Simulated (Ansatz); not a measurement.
Working through a convergence test of the plane-wave cutoff of NaAg2, space group Fd-3m

Computed with the Python package of Ansatz (0.2.0).

Notebook, run cell by cell (the value of a cell's last expression is shown):

```python
import ansatz
import numpy as np
from tabulate import tabulate
```

```python
vectors = np.array([
    [0.0, 3.9615, 3.9615],
    [3.9615, 0.0, 3.9615],
    [3.9615, 3.9615, 0.0],
])
xtal = (
    ansatz.Lattice.of(vectors)
    .atom("Na", (0.0, 0.0, 0.0))
    .atom("Na", (0.25, 0.25, 0.25))
    .atom("Ag", (0.625, 0.625, 0.625))
    .atom("Ag", (0.125, 0.625, 0.625))
    .atom("Ag", (0.625, 0.625, 0.125))
    .atom("Ag", (0.625, 0.125, 0.625))
)
```

```python
calc = (
    xtal.calculation()
    .occupations(ansatz.OccupationsMethod.FERMI_DIRAC)
    .kpoints(5)
    .functional(ansatz.Functional.PBESOL)
)
```

```python
rows = []
for value in [250, 325, 400, 475, 550, 625]:
    rep = calc.basis(value).run(threads=1, backend="cpu").report
    rows.append((value, rep["free_energy_ev"] / len(rep["lattice"]["sites"]), rep["n_iterations"], rep["n_pw"]))
```

    DeckWarning: basis.ecutwfc = 250 eV is below the records' recommended 420 eV, and the density's cutoff is lower with it unless basis.ecutrho_ratio is high enough to keep the records' density cutoff: compare with a run at a higher cutoff
    DeckWarning: basis.ecutwfc = 325 eV is below the records' recommended 420 eV, and the density's cutoff is lower with it unless basis.ecutrho_ratio is high enough to keep the records' density cutoff: compare with a run at a higher cutoff
    DeckWarning: basis.ecutwfc = 400 eV is below the records' recommended 420 eV, and the density's cutoff is lower with it unless basis.ecutrho_ratio is high enough to keep the records' density cutoff: compare with a run at a higher cutoff

```python
print(tabulate(rows, headers=["cutoff (eV)", "F/atom (eV)", "iterations", "plane waves"], floatfmt=".4f", tablefmt="plain"))
```

      cutoff (eV)    F/atom (eV)    iterations    plane waves
              250     -5505.8187             7           1139
              325     -5506.8379             6           1639
              400     -5506.8587             6           2229
              475     -5506.8595             6           2891
              550     -5506.8597             6           3695
              625     -5506.8598             6           4477

```python
for row in rows[:-1]:
    shift = 1000 * (row[1] - rows[-1][1])
    print(f"{row[0]}: {shift:+.2f} meV/atom" + ("  (within 5 meV)" if abs(shift) < 5 else ""))
```

    250: +1041.09 meV/atom
    325: +21.93 meV/atom
    400: +1.15 meV/atom  (within 5 meV)
    475: +0.29 meV/atom  (within 5 meV)
    550: +0.09 meV/atom  (within 5 meV)

From 400 eV on it stays within 5 meV an atom of the value at 625 eV; the first row (250 eV) is off by 1041.1 meV and the last but one by 0.09 meV. The energy falls steadily, as expected when plane waves are added.

What to keep in mind:
- The mesh is modest for a metal, so energies can be off by several to tens of meV an atom and pressures by half a GPa or more; differences at equal mesh fare better.
- The structure is a deposited one; some such entries were measured under pressure or heat, so a shift against it needn't be the functional's error alone.
- Warnings are shown shortened and without file and line.
- Shifts are counted from the last row, which is itself no proven limit.
- Hardware and time: 13 s on 1 thread of Arm Neoverse V2 (shared host), peak memory 0.52 GiB.
